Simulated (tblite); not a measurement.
# C7H3F3O2SSe: excited states

Programs: tblite 0.8.0 and PySCF 2.14.0, with routines of our own; each step states its level. All values are computed. Atoms count from 0.

## (1) The system as given

17 atoms, charge 0, multiplicity 1; geometry from: force field or distance geometry start.

## (2) Geometry optimisation with GFN2-xTB

The job: settings as JSON, then the geometry in Å.

```
{"job": {"kind": "relax", "xc": "GFN2-xTB", "basis": "xTB"}, "charge": 0, "multiplicity": 1}
C      4.956100     0.498300     0.169100
C      3.722900     0.400000     0.253100
C      2.287200     0.274900     0.400600
C      1.406300    -0.071500    -0.591100
C      0.093000    -0.155900    -0.340300
C     -0.444600     0.114400     0.852000
S     -2.111300     0.071200     1.330600
O     -2.275700    -0.768700     2.549600
O     -2.507900     1.465500     1.719600
C     -3.184300    -0.411500    -0.010600
F     -3.122600     0.430500    -1.084900
F     -4.466300    -0.606100     0.461400
F     -2.707100    -1.650300    -0.418700
Se     1.141700     0.604500     2.045800
H      5.995300     0.582700     0.088900
H      1.820600    -0.311900    -1.596900
H     -0.610300    -0.454200    -1.188600
```

Started as:

```
OMP_NUM_THREADS=1 python excited_run.py task.json out
```

One launch serves the whole session: the jobs run in the order shown.

Q: Estimate the wall time and peak memory of this first job on 1 thread of Arm Neoverse N1, shared host.

About 3.4 s, with a peak of 0.18 GiB.
